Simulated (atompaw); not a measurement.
# Pseudopotential generation for Ga: PAW (atompaw), PBE

Do these settings give a usable potential? It is generated, then checked for scattering, ghosts and hardness.

The numbers are computed with atompaw 4.2.0.5 (PBE, scalar-relativistic, spin-unpolarised reference atom).

## Step 1: The design

The settings as typed:

* element: gallium (Ga, Z = 31)
* type: PAW
* frozen core: [Ar] 3d10
* valence charge: 3
* reference configuration: 4s2 4p1
* partial waves: 4s (bound): rc 2.45 bohr; 4s channel at -0.05 Ry: rc 2.45 bohr; 4p (bound): rc 2.45 bohr; 4p channel at 0.25 Ry: rc 2.45 bohr
* local potential: troulliermartins scheme with l = 2 at 0 Ry, radius 2.20 bohr
* core correction: smooth core density matched at 1.95 bohr
* augmentation charge: sinc compensation charge, radius 2.10 bohr; PAW radius 2.45 bohr; waves and projectors: custom rrkj gramschmidtortho

## Step 2: Generation

Contents of Ga.input:

```
Ga 31
GGA-PBE scalarrelativistic loggrid 1500 logderivrange -3 5 201
4 4 3 0 0 0
4 1 1
0 0 0
c
c
c
v
c
c
v
c
1
2.45 2.10 2.20 1.95
y
-0.05
n
y
0.25
n
custom rrkj gramschmidtortho sinc
2 0 troulliermartins
2.45
2.45
2.45
2.45
PWSCFOUT
UPFDX 0.0125d0 UPFXMIN -7.d0 UPFZMESH 31.d0
END
```

On the command line:

```sh
atompaw < Ga.input > Ga.log
```

Before running it: what results should come out? Wanted: cutoffs for 10 and 1 mRy, occupied levels; bound ghosts; largest phase difference near zero energy, channels read; lowest eigenvalue of the overlap; share of valence orbitals outside the PAW sphere; UPF file.

The runs gave:

| quantity | value |
| --- | --- |
| cutoffs for 10 and 1 mRy, occupied levels | 6 Ry or less and 8 Ry |
| bound ghosts | s at -113.23 eV |
| largest phase difference near zero energy, channels read | 0.000 rad |
| lowest eigenvalue of the overlap (Bessel basis) | 0.048 (s) |
| share of valence orbitals outside the PAW sphere | 4s 38 %, 4p 70 % |
| UPF file | written |

**Reading.** It has a bound ghost (s), a state that the atom doesn't have, and that rules the file out. It counts as soft on the atom, with 6 Ry or less needed at the looser tolerance. The slowest occupied level is 4p: taken alone it needs 8 Ry to come within 1 mRy, against 6 Ry or less for 4s. Near zero energy the phases of the channels with partial waves agree within 0.001 rad. These are tests on the free atom; a crystal test is still owed.
